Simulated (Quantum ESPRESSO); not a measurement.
An input for Quantum ESPRESSO 7.5 (Ta4CoNi):

The input pw.in:

```
&CONTROL
  calculation = 'scf'
  prefix = 'pwscf'
  outdir = './tmp'
  pseudo_dir = './pseudo'
  tprnfor = .true.
  tstress = .true.
  disk_io = 'nowf'
/
&SYSTEM
  ibrav = 0
  nat = 6
  ntyp = 3
  ecutwfc = 45
  ecutrho = 360
  nbnd = 60
  occupations = 'smearing'
  smearing = 'gaussian'
  degauss = 0.01469973
  nspin = 2
  starting_magnetization(1) = 0
  starting_magnetization(2) = 0.1176
  starting_magnetization(3) = 0.0556
  lspinorb = .true.
/
&ELECTRONS
  conv_thr = 1.2d-09
  electron_maxstep = 100
  mixing_beta = 0.3
/
ATOMIC_SPECIES
Ta   180.9479 ta_lda_v1.uspp.F.UPF
Co    58.9332 co_lda_v1.2.uspp.F.UPF
Ni    58.6934 ni_lda_v1.4.uspp.F.UPF
CELL_PARAMETERS angstrom
  -3.0686562100    3.0686562100    2.4530255100
   3.0686562100   -3.0686562100    2.4530255100
   3.0686562100    3.0686562100   -2.4530255100
ATOMIC_POSITIONS crystal
Ta     0.4345139200    0.9313764000    0.8351071900
Ta     0.1249348400    0.6174341400    0.2197634800
Ta     0.5689205100    0.3877100300    0.4973142000
Ta     0.8928902500    0.0979599700    0.4688327100
Co     0.4682100600    0.4595231200    0.9954793800
Ni     0.0105304200    0.0059963400    0.9835030300
K_POINTS automatic
3 3 3 0 0 0
HUBBARD {ortho-atomic}
U Ta-5d 3.5
U Co-3d 4.5
U Ni-3d 3.0
```

Potentials or basis: GBRV 1.5 LDA.

Command:

```sh
$ OMP_NUM_THREADS=1 pw.x -in pw.in > pw.out
```

Task: Does this run start?

Result: The run stopped without a result. It printed:

pw.out:

```text
This program is part of the open-source Quantum ESPRESSO suite
     for quantum simulation of materials; please cite
         "P. Giannozzi et al., J. Phys.:Condens. Matter 21 395502 (2009);
         "P. Giannozzi et al., J. Phys.:Condens. Matter 29 465901 (2017);
         "P. Giannozzi et al., J. Chem. Phys. 152 154105 (2020);
     in publications or presentations arising from this work. More details at

 %%%%%%%%%%%%%%%%%%%%%%%%%%%%%%%%%%%%%%%%%%%%%%%%%%%%%%%%%%%%%%%%%%%%%%%%%%%%%%
     Error in routine setup (1):
     spin orbit requires a non collinear calculation
 %%%%%%%%%%%%%%%%%%%%%%%%%%%%%%%%%%%%%%%%%%%%%%%%%%%%%%%%%%%%%%%%%%%%%%%%%%%%%%

     stopping ...
```
